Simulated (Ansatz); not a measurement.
Runs of Ansatz 0.2.0 on Ta4NiO11. Symmetry: P2/m, No. 10, monoclinic system. The conventional cell has a = 4.771 Å, b = 5.825 Å, c = 7.518 Å, α = 90.00°, β = 105.26°, γ = 90.00°. Around Ta (site symmetry m) lie 4 O at 1.89 to 2.01 Å. Ta (site symmetry m) has 5 O at 1.89 to 1.98 Å as nearest neighbours. Ni (site symmetry 2/m) has 4 O at 1.94 Å as nearest neighbours. Around O (site symmetry 1) lie 1 Ta at 1.93 Å and 1 Ni at 1.94 Å. O (site symmetry 1) is surrounded by 2 Ta at 1.93 to 1.98 Å. O (site symmetry 2/m) is surrounded by 2 Ta at 2.01 Å. Around O (site symmetry 2/m) lie 2 Ta at 1.89 Å. O (site symmetry 2/m) is surrounded by 2 Ta at 1.89 Å. The cell was built by a generator and needn't be a form met in nature.

| task | level | cell | k mesh | cutoff (eV) | points for each segment of the path | gap on the mesh (eV) | pressure (GPa) | moment (μB) | relaxed volume (Å³/atom) | largest force (eV/Å) |
| --- | --- | --- | --- | --- | --- | --- | --- | --- | --- | --- |
| relaxation of cell and atoms | r2SCAN | relaxed | 4 × 4 × 3 | 500 | - | (a) | 0.0 | 0.00 | 12.29 | 0.01 |
| band structure | r2SCAN | as given | 6 × 5 × 4 | 500 | 10 | 1.58 | -5.2 | 0.00 | - | 0.53 |
| relaxation of cell and atoms | r2SCAN+rVV10 | relaxed | 4 × 4 × 3 | 500 | - | 1.38 | 0.0 | 0.00 | (c) | - |
| relaxation of cell and atoms | PBEsol+D3(BJ) | relaxed | 4 × 4 × 3 | 420 | - | (b) | 0.0 | 0.00 | 12.01 | - |

Alike in all rows: potentials or basis Ansatz PAW; spin collinear, ferromagnetic start; smearing fermi-dirac 0.05 eV.

Question: Fill in the values left out.

Answer: (a) 1.37; (b) 0.94; (c) 12.18.

Caveats: spin-orbit coupling is left out, which moves the levels of the heavy elements; the PAW data sets come from PBE, with cores solved anew for the run's functional, which leaves a small shift of forces and pressure; the starting moments weren't kept; the magnetic or orbital state may not be the lowest (some runs); odd divisions of the mesh miss points on the zone boundary, where band edges often lie, so the gap on the mesh can be too wide (some runs); the plane-wave basis is chosen anew once the cell has moved, so the energies of steps on either side of that aren't comparable (some runs).

A k mesh can miss the band edges, and the runs leave out spin-orbit coupling on Ta.
